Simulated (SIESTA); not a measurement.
# NiMoIrPdW in SIESTA: the effect of functional

Crystal: NiMoIrPdW.

```xyz
5
Lattice="4.1467 0.0000 0.0000 -2.0734 3.5911 0.0000 0.0000 0.0000 5.4163" Properties=species:S:1:pos:R:3 pbc="T T T"
Ni    0.0000    0.0000    0.1203
Mo    2.0734    1.1970    2.4913
Pd    0.0000    2.3941    4.0406
Ir    0.0000    2.3941    1.3888
W     2.0734    1.1970    5.4155
```

The cell was built by a generator and needn't be a form met in nature.

Alike in all runs:

| Property | Result |
| --- | --- |
| Program | SIESTA 5.4.2 |
| Task | band structure |
| Basis | DZP (energy shift 0.003 Ry; two zetas on semicore shells) |
| Grid cutoff | 800 Ry |
| Energy shift | 0.003 Ry |
| k mesh | 7 × 7 × 5 |
| Occupations | fermi-dirac, width 0.05 eV |
| Spin | collinear spin, ferromagnetic start |
| Starting moments | [1.0, 1.0, 0.0, 0.6, 0.0] μB |

```tsv
functional	potentials or basis	pressure (GPa)	largest force (eV/Å)
LDA	PseudoDojo 0.4 standard (LDA files)	-10.1	0.40
RPBE	PseudoDojo 0.4 standard (PBE files)	?	?
BLYP	PseudoDojo 0.4 standard (PBE files)	12.2	0.76
```

Q: What does the run with functional RPBE give?

A: Pressure 6.6 GPa; largest force 0.74 eV/Å.

Caveats: short orbitals over semicore shells can move pressures by several GPa; the basis of atomic orbitals isn't converged, which shifts pressures, moduli and gaps; the potentials were made for another functional, which shifts forces and pressure (some runs).

Runs at the PBE level aren't shown here.
